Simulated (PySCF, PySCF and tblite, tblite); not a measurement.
**C3H5F3Ge: conformers and averaged spectra**

Aim: find the conformers of C3H5F3Ge (`C/C(F)=[CH]/[GeH]([F])[F]`), weigh them, and average their properties.

Programs: PySCF 2.14.0 with density-fitted response routines of our own, and tblite 0.8.0. All values are computed, except where a source is named. Atoms count from 0 throughout.

## (1) The molecule as given

12 atoms, charge 0, multiplicity 1; geometry from: UFF geometry.

Bonds of the start (Å): C0–C1 1.51, C0–H7 1.11, C0–H8 1.11, C0–H9 1.10, C1–C3 1.34, C1–F2 1.37, C3–Ge4 1.93, C3–H10 1.07, Ge4–F5 1.76, Ge4–F6 1.76, Ge4–H11 1.55.

## (2) GFN2-xTB relaxation, conformer 1

What the job is given:

```
{"job": {"xc": "GFN2-xTB", "basis": "xTB", "kind": "relax"}, "charge": 0, "multiplicity": 1}
C      2.118300    -0.011100     0.169300
C      0.646500    -0.319200     0.293300
F      0.279700    -1.386300     1.071000
C     -0.267000     0.432500    -0.329600
Ge    -2.148300     0.040000    -0.159500
F     -3.066600     1.216300    -1.100100
F     -2.467900    -1.567800    -0.786600
H      2.715300    -0.731200     0.760500
H      2.317600     1.010700     0.555200
H      2.410800    -0.070700    -0.891400
H      0.034600     1.269100    -0.932400
H     -2.571600     0.117100     1.324500
```

Run with:

```sh
> OMP_NUM_THREADS=1 python ens_run.py task.json out
```

This one command runs the whole study; its stages follow in the order run.

The program printed:

```text
step      E/eV     max force
  0    -684.41130    1.171
  1    -684.46745    0.771
  2    -684.52216    0.732
  3    -684.53951    0.487
  4    -684.56627    0.475
  5    -684.58953    0.551
  6    -684.60568    0.378
  7    -684.62185    0.367
  8    -684.63214    0.268
  9    -684.63791    0.202
 10    -684.64190    0.183
 11    -684.64606    0.263
 12    -684.65043    0.254
 13    -684.65415    0.153
 14    -684.65642    0.117
 15    -684.65768    0.100
 16    -684.65864    0.098
 17    -684.65976    0.131
 18    -684.66095    0.130
 19    -684.66180    0.071
 20    -684.66225    0.059
 21    -684.66260    0.058
 22    -684.66316    0.103
 23    -684.66401    0.123
 24    -684.66502    0.093
 25    -684.66595    0.096
 26    -684.66683    0.096
 27    -684.66784    0.123
 28    -684.66896    0.127
 29    -684.67001    0.083
 30    -684.67093    0.069
 31    -684.67191    0.105
 32    -684.67321    0.152
 33    -684.67469    0.139
 34    -684.67592    0.108
 35    -684.67681    0.096
 36    -684.67763    0.086
 37    -684.67841    0.098
 38    -684.67897    0.062
 39    -684.67932    0.044
 40    -684.67967    0.055
 41    -684.68022    0.090
 42    -684.68106    0.109
 43    -684.68198    0.086
 44    -684.68246    0.066
 45    -684.68298    0.063
 46    -684.68349    0.075
 47    -684.68481    0.106
 48    -684.68582    0.100
 49    -684.68762    0.123
 50    -684.68904    0.127
 51    -684.69127    0.126
 52    -684.69361    0.136
 53    -684.69637    0.127
 54    -684.69908    0.137
 55    -684.69832    0.523
 56    -684.70421    0.250
 57    -684.70799    0.120
 58    -684.71257    0.134
 59    -684.72349    0.273
 60    -684.72947    0.190
 61    -684.73349    0.187
 62    -684.73752    0.163
 63    -684.73882    0.239
 64    -684.73988    0.081
 65    -684.74048    0.056
 66    -684.74096    0.051
 67    -684.74143    0.057
 68    -684.74176    0.053
 69    -684.74228    0.050
 70    -684.74282    0.051
 71    -684.74330    0.050
 72    -684.74362    0.042
 73    -684.74385    0.041
 74    -684.74407    0.040
 75    -684.74430    0.036
 76    -684.74430    0.036
 77    -684.74439    0.028
 78    -684.74459    0.031
 79    -684.74469    0.046
 80    -684.74494    0.062
 81    -684.74522    0.046
 82    -684.74546    0.036
 83    -684.74561    0.029
 84    -684.74575    0.043
 85    -684.74591    0.046
 86    -684.74607    0.043
 87    -684.74623    0.048
 88    -684.74641    0.042
 89    -684.74662    0.052
 90    -684.74685    0.052
 91    -684.74705    0.038
 92    -684.74719    0.035
 93    -684.74731    0.035
 94    -684.74739    0.030
 95    -684.74745    0.018
 96    -684.74749    0.016
 97    -684.74753    0.019
 98    -684.74757    0.025
 99    -684.74761    0.020
100    -684.74763    0.009
101    -684.74763    0.009
102    -684.74764    0.009
103    -684.74765    0.014
104    -684.74766    0.015
105    -684.74768    0.011
106    -684.74769    0.012
107    -684.74770    0.012
108    -684.74772    0.020
109    -684.74775    0.023
110    -684.74777    0.016
111    -684.74779    0.011
112    -684.74780    0.010
113    -684.74781    0.014
114    -684.74783    0.012
115    -684.74784    0.010
116    -684.74786    0.011
117    -684.74788    0.014
118    -684.74791    0.021
119    -684.74794    0.018
120    -684.74796    0.009
121    -684.74797    0.007
122    -684.74797    0.007
123    -684.74798    0.007
124    -684.74798    0.004
125    -684.74798    0.004
126    -684.74798    0.006
127    -684.74799    0.010
128    -684.74799    0.010
129    -684.74800    0.008
130    -684.74800    0.004
131    -684.74800    0.004
```

Run time: 0.97 s. Hardware: 1 thread of Arm Neoverse N1, shared host.

The energy fell by 0.337 eV, and the atoms moved 0.61 Å (root mean square).

GFN2-xTB relaxation, conformer 2:

What the job is given:

```
{"job": {"xc": "GFN2-xTB", "basis": "xTB", "kind": "relax"}, "charge": 0, "multiplicity": 1}
C     -2.142800    -0.172500     0.010800
C     -0.664300    -0.166100     0.193600
F     -0.251300    -0.753300     1.332900
C      0.266100     0.343200    -0.602800
Ge     2.143600     0.209900    -0.088100
F      2.385300     0.886300     1.489400
F      2.568200    -1.450400     0.172300
H     -2.596200    -0.886200     0.733700
H     -2.397900    -0.469400    -1.033900
H     -2.549800     0.851300     0.201100
H     -0.016200     0.822300    -1.523600
H      3.257700     0.767600    -0.921400
```

The program printed:

```text
step      E/eV     max force
  0    -684.59101    0.892
  1    -684.61744    0.452
  2    -684.62717    0.272
  3    -684.62824    0.144
  4    -684.62879    0.092
  5    -684.62891    0.062
  6    -684.62900    0.028
  7    -684.62905    0.018
  8    -684.62909    0.022
  9    -684.62917    0.036
 10    -684.62927    0.039
 11    -684.62943    0.056
 12    -684.62962    0.055
 13    -684.62987    0.055
 14    -684.63024    0.069
 15    -684.63092    0.098
 16    -684.63212    0.150
 17    -684.63367    0.187
 18    -684.63599    0.147
 19    -684.63794    0.171
 20    -684.63874    0.213
 21    -684.64117    0.206
 22    -684.64312    0.134
 23    -684.64633    0.160
 24    -684.64809    0.115
 25    -684.64981    0.177
 26    -684.65154    0.097
 27    -684.65367    0.099
 28    -684.65491    0.085
 29    -684.65516    0.115
 30    -684.65594    0.052
 31    -684.65626    0.045
 32    -684.65701    0.054
 33    -684.65725    0.044
 34    -684.65762    0.033
 35    -684.65782    0.035
 36    -684.65796    0.032
 37    -684.65804    0.023
 38    -684.65811    0.025
 39    -684.65820    0.024
 40    -684.65834    0.043
 41    -684.65856    0.054
 42    -684.65880    0.042
 43    -684.65896    0.026
 44    -684.65903    0.026
 45    -684.65910    0.028
 46    -684.65922    0.029
 47    -684.65942    0.032
 48    -684.65967    0.044
 49    -684.65992    0.052
 50    -684.66013    0.044
 51    -684.66031    0.032
 52    -684.66048    0.036
 53    -684.66061    0.034
 54    -684.66072    0.033
 55    -684.66082    0.029
 56    -684.66090    0.023
 57    -684.66097    0.032
 58    -684.66103    0.024
 59    -684.66113    0.020
 60    -684.66119    0.019
 61    -684.66125    0.019
 62    -684.66129    0.018
 63    -684.66135    0.022
 64    -684.66143    0.027
 65    -684.66156    0.035
 66    -684.66174    0.040
 67    -684.66195    0.038
 68    -684.66214    0.029
 69    -684.66230    0.031
 70    -684.66245    0.031
 71    -684.66258    0.031
 72    -684.66269    0.040
 73    -684.66286    0.035
 74    -684.66306    0.044
 75    -684.66318    0.035
 76    -684.66326    0.021
 77    -684.66330    0.017
 78    -684.66333    0.014
 79    -684.66335    0.013
 80    -684.66336    0.008
 81    -684.66336    0.006
 82    -684.66337    0.007
 83    -684.66337    0.008
 84    -684.66338    0.010
 85    -684.66339    0.009
 86    -684.66341    0.008
 87    -684.66341    0.005
 88    -684.66342    0.006
 89    -684.66342    0.008
 90    -684.66343    0.006
 91    -684.66344    0.006
 92    -684.66345    0.008
 93    -684.66345    0.009
 94    -684.66346    0.008
 95    -684.66346    0.006
 96    -684.66347    0.004
 97    -684.66347    0.005
 98    -684.66348    0.005
 99    -684.66348    0.005
100    -684.66348    0.006
101    -684.66349    0.005
102    -684.66349    0.004
103    -684.66349    0.004
104    -684.66349    0.003
```

It took 0.76 s on 1 thread of Arm Neoverse N1, shared host.

The energy fell by 0.072 eV, and the atoms moved 0.37 Å (root mean square).

## (3) Shieldings, conformer 1: CAM-B3LYP/pcSseg-1 in cyclohexane

What the job is given:

```
{"job": {"xc": "CAM-B3LYP", "basis": "pcSseg-1", "solvent": "cyclohexane", "kind": "nmr", "pop": true}, "charge": 0, "multiplicity": 1}
C      2.173683     0.040992     0.215261
C      0.699577    -0.065243     0.346914
F      0.299579    -0.407795     1.598346
C     -0.243061     0.124660    -0.562654
Ge    -2.126858    -0.073252    -0.101863
F     -2.924334     1.421481    -0.497976
F     -2.842272    -1.152075    -1.263917
H      2.635355    -0.906254     0.492540
H      2.547413     0.802992     0.898851
H      2.449479     0.297649    -0.801856
H      0.017617     0.396941    -1.573014
H     -2.684978    -0.480781     1.223340
```

The program printed:

```text
coarse grid: 51216 points
cycle   1  E = -2493.4677431757  dE =  6.674e-02  |g| = 1.316e+00  |ddm| = 3.212e+00
cycle   2  E = -2493.3353212251  dE =  1.324e-01  |g| = 1.665e+00  |ddm| = 1.547e+00
cycle   3  E = -2493.6717725723  dE = -3.365e-01  |g| = 1.320e-01  |ddm| = 9.136e-01
cycle   4  E = -2493.6738730924  dE = -2.101e-03  |g| = 5.707e-02  |ddm| = 9.818e-02
cycle   5  E = -2493.6742902940  dE = -4.172e-04  |g| = 7.703e-03  |ddm| = 3.164e-02
cycle   6  E = -2493.6743014125  dE = -1.112e-05  |g| = 4.011e-03  |ddm| = 9.426e-03
cycle   7  E = -2493.6743053634  dE = -3.951e-06  |g| = 9.680e-04  |ddm| = 3.450e-03
final grid: 108336 points
cycle   8  E = -2493.6742420169  dE = -6.275e-08  |g| = 9.834e-04  |ddm| = 1.581e-03
cycle   9  E = -2493.6742418891  dE =  1.278e-07  |g| = 1.264e-03  |ddm| = 1.410e-03
cycle  10  E = -2493.6742422509  dE = -3.618e-07  |g| = 5.534e-05  |ddm| = 8.161e-04
cycle  11  E = -2493.6742422515  dE = -6.075e-10  |g| = 3.165e-05  |ddm| = 5.067e-05
cycle  12  E = -2493.6742422517  dE = -2.374e-10  |g| = 1.222e-05  |ddm| = 3.959e-05
converged SCF energy = -2493.6742422517

GIAO shielding tensors (ppm)
atom      isotropic    diamagn.    paramagn.     s11        s22        s33       span
  0 C      163.832     248.072     -84.240    147.834    155.035    188.626     40.792
  1 C       -5.049     251.965    -257.015   -132.058     55.609     61.302    193.360
  2 F      252.225     479.012    -226.787    130.830    301.046    324.799    193.969
  3 C       78.811     263.592    -184.781    -15.540    111.707    140.265    155.805
  4 Ge    1286.302    2753.368   -1467.066   1203.815   1240.857   1414.234    210.418
  5 F      342.458     476.592    -134.134    255.664    372.342    399.367    143.704
  6 F      343.812     476.394    -132.582    257.077    373.209    401.152    144.075
  7 H       29.427      27.729       1.698     25.636     27.331     35.313      9.678
  8 H       29.398      27.757       1.641     25.620     27.292     35.282      9.662
  9 H       29.619      29.314       0.305     25.374     28.935     34.549      9.175
 10 H       26.473      33.262      -6.789     23.928     26.016     29.476      5.548
 11 H       25.500      27.098      -1.598     18.983     20.240     37.279     18.296
```

Wall time 52 s (1 thread of Arm Neoverse N1, shared host); peak memory 1 GiB.

Key values: HOMO -9.48 eV, LUMO 0.36 eV; dipole 4.92 D.

The fields below are evaluated on a grid from the run's orbitals.

Frontier orbitals at CAM-B3LYP/pcSseg-1, with the share of their density that lies nearest to each atom:

```tsv
orbital	energy (eV)	lies on
HOMO	-9.48	C3 45 %; C1 27 %; F2 11 %
LUMO	0.36	C1 32 %; C3 19 %; Ge4 14 %
```

ELF in a plane through or near 8 of the atoms.

Ten even steps from '0' (0.00) to '9' (1.00):
```
0000000000000000000000000000
0000000000000000000000000000
0000000000000000000000000000
0000000000011100004775100000
0000000000456541009999700000
0000000001688873019999940000
0000000000482583029999940000
0000001320147740135899610000
0000014655642311322314100000
0000014524937666626531000000
0000013433865825825621000000
0000015997324552871111000000
0000029999103887531100000000
0000039999106999410000000000
0000017996007999400000000000
0000000330005998200000000000
0000000000000342000000000000
0000000000000000000000000000
0000000000000000000000000000
0000000000000000000000000000
```
The map spans 11.2 Å across and 8.4 Å up, centred on the molecule. Atoms in the plane (x, y in Å): C0 (-2.2, 0.0), C1 (-0.7, 0.3), F2 (-0.5, 1.6), C3 (0.3, -0.5), Ge4 (2.1, 0.1), H9 (-2.3, -1.1), H10 (0.2, -1.6), H11 (2.5, 1.6).

On the surface of density 0.002 e/bohr³ the electrostatic potential runs, from the 1st to the 99th percentile, from -1.53 V near F5 to 1.74 V near Ge4.

## (4) Shieldings, conformer 2: CAM-B3LYP/pcSseg-1 in cyclohexane

What the job is given:

```
{"job": {"xc": "CAM-B3LYP", "basis": "pcSseg-1", "solvent": "cyclohexane", "kind": "nmr", "pop": false}, "charge": 0, "multiplicity": 1}
C     -2.141946    -0.156717     0.013388
C     -0.668986    -0.120234     0.194570
F     -0.275578    -0.537879     1.413801
C      0.274676     0.256371    -0.657205
Ge     2.143951     0.183311    -0.099452
F      2.367828     1.102753     1.353161
F      2.545119    -1.417758     0.430837
H     -2.501198    -1.174816     0.160928
H     -2.416811     0.187825    -0.977794
H     -2.616447     0.473004     0.765467
H      0.012733     0.598031    -1.642425
H      3.278987     0.588705    -0.991096
```

The program printed:

```text
coarse grid: 51216 points
cycle   1  E = -2493.4673829205  dE =  9.210e-02  |g| = 1.311e+00  |ddm| = 3.221e+00
cycle   2  E = -2493.3411921890  dE =  1.262e-01  |g| = 1.651e+00  |ddm| = 1.527e+00
cycle   3  E = -2493.6695705712  dE = -3.284e-01  |g| = 1.326e-01  |ddm| = 8.939e-01
cycle   4  E = -2493.6716799544  dE = -2.109e-03  |g| = 5.765e-02  |ddm| = 9.776e-02
cycle   5  E = -2493.6721369814  dE = -4.570e-04  |g| = 8.504e-03  |ddm| = 3.405e-02
cycle   6  E = -2493.6721514820  dE = -1.450e-05  |g| = 4.079e-03  |ddm| = 9.794e-03
cycle   7  E = -2493.6721554961  dE = -4.014e-06  |g| = 9.122e-04  |ddm| = 3.555e-03
final grid: 108336 points
cycle   8  E = -2493.6721869403  dE = -1.081e-07  |g| = 8.854e-04  |ddm| = 1.622e-03
cycle   9  E = -2493.6721868484  dE =  9.195e-08  |g| = 1.126e-03  |ddm| = 1.289e-03
cycle  10  E = -2493.6721871297  dE = -2.813e-07  |g| = 5.977e-05  |ddm| = 7.462e-04
cycle  11  E = -2493.6721871304  dE = -7.076e-10  |g| = 3.396e-05  |ddm| = 5.387e-05
cycle  12  E = -2493.6721871307  dE = -2.901e-10  |g| = 1.301e-05  |ddm| = 4.355e-05
converged SCF energy = -2493.6721871307

GIAO shielding tensors (ppm)
atom      isotropic    diamagn.    paramagn.     s11        s22        s33       span
  0 C      163.556     248.068     -84.512    147.741    153.939    188.989     41.248
  1 C       -6.035     251.836    -257.870   -134.083     50.622     65.357    199.440
  2 F      237.591     478.889    -241.298    112.809    268.451    331.511    218.702
  3 C       81.969     264.396    -182.427    -14.155    118.816    141.245    155.400
  4 Ge    1287.880    2752.428   -1464.548   1219.343   1252.613   1391.683    172.340
  5 F      342.683     477.642    -134.960    257.887    374.489    395.672    137.785
  6 F      342.645     477.631    -134.986    257.861    374.450    395.624    137.763
  7 H       29.360      27.862       1.497     25.514     27.313     35.252      9.738
  8 H       29.681      29.258       0.423     25.447     28.920     34.677      9.230
  9 H       29.362      27.871       1.491     25.515     27.318     35.253      9.738
 10 H       26.783      33.196      -6.412     24.367     27.055     28.927      4.560
 11 H       25.931      26.434      -0.503     19.524     19.795     38.475     18.952
```

Run time: 40 s. Hardware: 1 thread of Arm Neoverse N1, shared host; peak memory 0.97 GiB.

This run: HOMO -9.40 eV, LUMO 0.26 eV; dipole 5.41 D.

## (5) The ensemble: properties at CAM-B3LYP/pcSseg-1 in cyclohexane

What the job is given:

```
{"job": {"study": "conf", "smiles": "C/C(F)=[CH]/[GeH]([F])[F]", "search": {"seed": 6203, "n_embed": 60, "ff_keep": 14, "window": 3.0, "nmax": 10, "temps": [150, 200, 250, 298.15, 400], "t_ref": 298.15, "order": 0.002}, "level": {"nmr": {"xc": "CAM-B3LYP", "basis": "pcSseg-1", "solvent": "cyclohexane"}}, "kind": "conf"}, "charge": 0, "multiplicity": 1}
C      2.173683     0.040992     0.215261
C      0.699577    -0.065243     0.346914
F      0.299579    -0.407795     1.598346
C     -0.243061     0.124660    -0.562654
Ge    -2.126858    -0.073252    -0.101863
F     -2.924334     1.421481    -0.497976
F     -2.842272    -1.152075    -1.263917
H      2.635355    -0.906254     0.492540
H      2.547413     0.802992     0.898851
H      2.449479     0.297649    -0.801856
H      0.017617     0.396941    -1.573014
H     -2.684978    -0.480781     1.223340
```

The program printed:

```text
conformer  sym    E(xTB)   E(DFT)   G(298.15 K)  weight  dipole/D
    1     Cs      0.000    0.000    0.000   0.9257    4.915
    2     Cs      1.949    1.215    1.494   0.0743    5.415

mean shielding (ppm) by class
class atoms           150 K      200 K      250 K   298.15 K      400 K
  0 C  0            163.829    163.824    163.818    163.811    163.798
  1 C  1             -5.058     -5.075     -5.099     -5.122     -5.169
  2 F  2            252.092    251.834    251.491    251.138    250.445
  3 C  3              78.84     78.895     78.969     79.046     79.195
  4 Ge 4           1286.316   1286.344   1286.381   1286.419   1286.494
  5 F  5,6          343.131    343.122    343.111      343.1    343.078
  6 H  7,8,9         29.481     29.481     29.481      29.48      29.48
  7 H  10            26.476     26.482     26.489     26.496     26.511
  8 H  11            25.504     25.512     25.522     25.532     25.553
```

Wall time 97 s (1 thread of Arm Neoverse N1, shared host). This counts the runs that the step sums up.

The search (ETKDG and KDG, UFF, GFN2-xTB) embedded 60 structures, kept 3 distinct ones after the force field and 2 after xTB; 2 were carried on (window 3.0 kcal/mol at the search's own energies). Energies: CAM-B3LYP/pcSseg-1 in cyclohexane with D3(BJ).

Conformer by conformer (298 K):

```tsv
no.	group	mirror pair	ΔE xTB	ΔE DFT	ΔG	weight (%)	μ (D)	C1–C3–Ge4–F5 (°)	A, B, C (GHz)
1	Cs	no	0.00	0.00	0.00	92.6	4.92	124	3.91, 0.93, 0.91
2	Cs	no	1.95	1.22	1.49	7.4	5.42	-56	3.44, 1.07, 1.05
```

Energies in kcal/mol. ΔG holds xTB vibrations and rotation, symmetry numbers and mirror pairs.

Weights (%) by temperature:

```tsv
no.	150 K	200 K	250 K	298 K	400 K
1	99.1	97.3	95.0	92.6	87.8
2	0.9	2.7	5.0	7.4	12.2
```

How the weights hang on the way they are made:

```tsv
scheme	1	2	mean μ (D)
DFT free energy	93	7	4.95
DFT energy, symmetry counted	89	11	4.97
DFT energy alone	89	11	4.97
xTB energy, symmetry counted	96	4	4.93
xTB free energy	98	2	4.93
lowest conformer only	100	0	4.92
equal weights	50	50	5.17
conformers found from three starts alone	0	100	5.42
```

Shifts against references run at the same level (13C TMS 185.4, 1H TMS 31.77 ppm of shielding), by class of atoms, at 298 K:

```tsv
atoms	environment	no. 1	no. 2	average
C1	fully substituted alkene carbon	190.5	191.5	190.6
C3	alkene CH	106.6	103.5	106.4
C0	allylic methyl carbon	21.6	21.9	21.6
H11	hydrogen on a germanium bonded to C, 2 F	6.27	5.84	6.24
H10	hydrogen on an alkene CH	5.30	4.99	5.27
H7, H8, H9	hydrogen on an allylic methyl carbon	2.29	2.30	2.29
F2	vinylic fluorine	252.2 (σ)	237.6 (σ)	251.1 (σ)
F5, F6	fluorine bonded to Ge	343.1 (σ)	342.7 (σ)	343.1 (σ)
Ge4	germanium bonded to C, 2 F, H	1286 (σ)	1288 (σ)	1286 (σ)
```

Effective distances for nuclear Overhauser effects, ⟨r⁻⁶⟩^(−1/6) over all pairs of two classes (Å): H7···H10 2.95; H10···H11 3.90.

## (6) Results

| quantity | value |
| --- | --- |
| conformers | 2; the first in weight is no. 1 (Cs), 93 % at 298 K |
| root-mean-square dipole | 4.95 D |
| averaged 13C shifts (CAM-B3LYP/pcSseg-1 in cyclohexane) | 190.6, 106.4, 21.6 ppm |
| averaged 1H shifts (CAM-B3LYP/pcSseg-1 in cyclohexane) | 6.24, 5.27, 2.29 ppm |

**Reading.** Conformer 1 leads with 93 % at 298 K, and its share goes from 99 % at 150 K to 88 % at 400 K. Among conformers over 5 %, H11 differs by 0.43 ppm, while the average moves by 0.05 ppm from 150 to 400 K. Spin-orbit coupling is left out, which matters at and beside the heavy atoms.
